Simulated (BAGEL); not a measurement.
# HF/STO-3G (density fitting with qzvpp-jkfit) run of [CH4BCl2]− (SMILES C[BH-](Cl)Cl)

Aim: the vertical ionisation energy of [CH4BCl2]− at HF/STO-3G (density fitting with qzvpp-jkfit), from 2 runs. 

Program for the calculation: BAGEL 1.2.2.

1 further run of the same task is left out (it didn't finish). Runs told in other sessions of the task aren't counted.

### 1 Starting point

The species is [CH4BCl2]− (8 atoms), meant as a singlet with charge -1. SMILES: `C[BH-](Cl)Cl`. Geometry: relaxed at GFN2-xTB.

Bond lengths: C1–B2 1.622 Å, B2–Cl3 1.877 Å, B2–Cl4 1.873 Å, C1–H5 1.091 Å, C1–H6 1.091 Å, C1–H7 1.090 Å, B2–H8 1.196 Å. Some angles: C1–B2–Cl3 109.2°, C1–B2–Cl4 109.2°, Cl3–B2–Cl4 108.1°, C1–B2–H8 115.4°, Cl3–B2–H8 107.3°, Cl4–B2–H8 107.4°, B2–C1–H5 111.1°, B2–C1–H6 111.0°, B2–C1–H7 112.2°, H5–C1–H6 107.5°.

### 2 A single-point energy at HF/STO-3G (density fitting with qzvpp-jkfit)

calc.json reads:

```json
{ "bagel" : [

{
  "title" : "molecule",
  "basis" : "sto-3g",
  "df_basis" : "qzvpp-jkfit",
  "angstrom" : true,
  "geometry" : [
    { "atom" : "C", "xyz" : [    0.065740,    0.882300,    0.005200 ] },
    { "atom" : "B", "xyz" : [   -0.213660,   -0.714990,    0.041560 ] },
    { "atom" : "Cl", "xyz" : [    0.968150,   -1.520830,    1.256410 ] },
    { "atom" : "Cl", "xyz" : [    0.113540,   -1.437760,   -1.655230 ] },
    { "atom" : "H", "xyz" : [   -0.600340,    1.381010,   -0.701090 ] },
    { "atom" : "H", "xyz" : [   -0.100030,    1.330850,    0.986080 ] },
    { "atom" : "H", "xyz" : [    1.088390,    1.114590,   -0.291780 ] },
    { "atom" : "H", "xyz" : [   -1.321790,   -1.035180,    0.358850 ] }
  ]
},
{ "title" : "hf", "charge" : -1 },
{ "title" : "print", "file" : "orbitals.molden", "orbitals" : true }

]}
```

Launch:

```sh
$ BAGEL_NUM_THREADS=1 BAGEL calc.json > calc.out
```

The log of the run:

```text
* using 1 threads per process

  ===============================================================
  ===============================================================

  *** Geometry ***

  { "atom" : "C", "xyz" : [      0.124231,      1.667305,      0.009827 ] },
  { "atom" : "B", "xyz" : [     -0.403759,     -1.351135,      0.078537 ] },
  { "atom" : "Cl", "xyz" : [      1.829538,     -2.873952,      2.374271 ] },
  { "atom" : "Cl", "xyz" : [      0.214560,     -2.716973,     -3.127931 ] },
  { "atom" : "H", "xyz" : [     -1.134478,      2.609731,     -1.324868 ] },
  { "atom" : "H", "xyz" : [     -0.189029,      2.514942,      1.863421 ] },
  { "atom" : "H", "xyz" : [      2.056759,      2.106270,     -0.551384 ] },
  { "atom" : "H", "xyz" : [     -2.497821,     -1.956207,      0.678128 ] },

  Number of auxiliary basis functions:      478

  Since a DF basis is specified, we compute 2- and 3-index integrals:
    o Being stored without compression. Storage requirement is 0.004 GB

  Number of basis functions:       32
  Number of electrons      :       49

    * METHOD: MOLECULE                             0.17

  *** RHF ***

  === Nuclear Repulsion ===
   186.8374739533

      * DIIS with orbital gradients will be used.

  === RHF iteration (sto-3g) ===
      0       -973.28215727          0.00974130           0.03
      1       -973.32916629          0.00228480           0.03
      2       -973.33189001          0.00060445           0.03
      3       -973.33210995          0.00005988           0.03
      4       -973.33211209          0.00000969           0.03
      5       -973.33211214          0.00000173           0.03
      6       -973.33211215          0.00000038           0.03
      7       -973.33211215          0.00000005           0.03
      8       -973.33211215          0.00000001           0.03
    * SCF iteration converged.

    * Permanent dipole moment:
           (    0.003040,    -0.537430,    -0.010558) a.u.

    * METHOD: HF                                   0.34

    * METHOD: PRINT                                0.00

  ===============================================================
```

Run time: 0.69 s. Hardware: 1 thread of Arm Neoverse V2, shared host.

### 3 Doublet neutral CH4BCl2, same level

hf.json reads:

```json
{ "bagel": [

{
  "title": "molecule",
  "basis": "sto-3g",
  "df_basis": "qzvpp-jkfit",
  "angstrom": true,
  "geometry": [
    { "atom": "C", "xyz": [       0.065740,       0.882300,       0.005200 ] },
    { "atom": "B", "xyz": [      -0.213660,      -0.714990,       0.041560 ] },
    { "atom": "Cl", "xyz": [       0.968150,      -1.520830,       1.256410 ] },
    { "atom": "Cl", "xyz": [       0.113540,      -1.437760,      -1.655230 ] },
    { "atom": "H", "xyz": [      -0.600340,       1.381010,      -0.701090 ] },
    { "atom": "H", "xyz": [      -0.100030,       1.330850,       0.986080 ] },
    { "atom": "H", "xyz": [       1.088390,       1.114590,      -0.291780 ] },
    { "atom": "H", "xyz": [      -1.321790,      -1.035180,       0.358850 ] }
  ]
},

{ "title": "uhf", "nopen": 1 },

{ "title": "print", "file": "orbitals.molden", "orbitals": true }

]}
```

Launch:

```sh
$ BAGEL_NUM_THREADS=1 BAGEL hf.json > hf.out
```

The log of the run:

```text
* using 1 threads per process

  ===============================================================
  ===============================================================

  *** Geometry ***

  { "atom" : "C", "xyz" : [      0.124231,      1.667305,      0.009827 ] },
  { "atom" : "B", "xyz" : [     -0.403759,     -1.351135,      0.078537 ] },
  { "atom" : "Cl", "xyz" : [      1.829538,     -2.873952,      2.374271 ] },
  { "atom" : "Cl", "xyz" : [      0.214560,     -2.716973,     -3.127931 ] },
  { "atom" : "H", "xyz" : [     -1.134478,      2.609731,     -1.324868 ] },
  { "atom" : "H", "xyz" : [     -0.189029,      2.514942,      1.863421 ] },
  { "atom" : "H", "xyz" : [      2.056759,      2.106270,     -0.551384 ] },
  { "atom" : "H", "xyz" : [     -2.497821,     -1.956207,      0.678128 ] },

  Number of auxiliary basis functions:      478

  Since a DF basis is specified, we compute 2- and 3-index integrals:
    o Being stored without compression. Storage requirement is 0.004 GB

  Number of basis functions:       32
  Number of electrons      :       49

    * METHOD: MOLECULE                             0.17

  *** Open-shell HF ***

  === Nuclear Repulsion ===
   186.8374739533

      * DIIS with orbital gradients will be used.

  === UHF iteration (sto-3g) ===
      0       -973.09564165          0.03072716           0.06
      1       -973.20618750          0.01345940           0.06
      2       -973.22085533          0.00443193           0.06
      3       -973.22380371          0.00165798           0.06
      4       -973.22517605          0.00118837           0.06
      5       -973.22666362          0.00054084           0.06
      6       -973.22701868          0.00016625           0.06
      7       -973.22705752          0.00011746           0.06
      8       -973.22708521          0.00009037           0.06
      9       -973.22710103          0.00008661           0.06
     10       -973.22711471          0.00008220           0.06
     11       -973.22712474          0.00008223           0.06
     12       -973.22712429          0.00008193           0.06
     13       -973.22712007          0.00007692           0.06
     14       -973.22713099          0.00006880           0.06
     15       -973.22715851          0.00004279           0.06
     16       -973.22717071          0.00002625           0.06
     17       -973.22717467          0.00001926           0.06
     18       -973.22717760          0.00000833           0.06
     19       -973.22717794          0.00000497           0.06
     20       -973.22717802          0.00000233           0.06
     21       -973.22717803          0.00000111           0.06
     22       -973.22717803          0.00000082           0.06
     23       -973.22717803          0.00000074           0.06
     24       -973.22717803          0.00000062           0.06
     25       -973.22717803          0.00000057           0.06
     26       -973.22717803          0.00000052           0.06
     27       -973.22717803          0.00000041           0.06
     28       -973.22717804          0.00000036           0.06
     29       -973.22717804          0.00000036           0.06
     30       -973.22717804          0.00000037           0.06
     31       -973.22717804          0.00000035           0.06
     32       -973.22717804          0.00000025           0.06
     33       -973.22717804          0.00000017           0.06
     34       -973.22717804          0.00000014           0.06
     35       -973.22717804          0.00000012           0.06
     36       -973.22717804          0.00000009           0.06
     37       -973.22717804          0.00000008           0.06
     38       -973.22717804          0.00000007           0.06
     39       -973.22717804          0.00000007           0.06
     40       -973.22717804          0.00000007           0.06
     41       -973.22717804          0.00000006           0.06
     42       -973.22717804          0.00000006           0.06
     43       -973.22717804          0.00000005           0.06
     44       -973.22717804          0.00000005           0.06
     45       -973.22717804          0.00000004           0.05
     46       -973.22717804          0.00000003           0.06
     47       -973.22717804          0.00000002           0.06
     48       -973.22717804          0.00000002           0.06
     49       -973.22717804          0.00000001           0.06
     50       -973.22717804          0.00000001           0.06
     51       -973.22717804          0.00000001           0.06
    * SCF iteration converged.

    * S^2 (UHF) is 0.7572

    * Permanent dipole moment:
           (    0.298846,    -0.603647,    -0.082406) a.u.

    * METHOD: UHF                                  2.99

    * METHOD: PRINT                                0.00

  ===============================================================
```

Wall time 3.6 s (1 thread of Arm Neoverse V2, shared host).

### 4 Results

At HF/STO-3G (density fitting with qzvpp-jkfit):

| quantity | value |
| --- | --- |
| singlet [CH4BCl2]−: total energy | -973.33211 Eh |
| singlet [CH4BCl2]−: HOMO energy | -3.09 eV |
| singlet [CH4BCl2]−: LUMO energy | 18.88 eV |
| singlet [CH4BCl2]−: HOMO–LUMO gap (to an unbound level, set by the basis) | 21.97 eV |
| doublet neutral CH4BCl2: total energy | -973.22718 Eh |
| doublet neutral CH4BCl2: dipole moment | 1.72 D |
| doublet neutral CH4BCl2: ⟨S²⟩ | 0.757 |
| vertical detachment energy (to the doublet neutral) | 2.855 eV |

In words: The vertical ionisation energy comes to 2.86 eV (276 kJ/mol). The negative HOMO energy of the first species, 3.09 eV, lies 0.23 eV above that difference. In a minimal basis such a difference can be off by several eV, whatever the method.
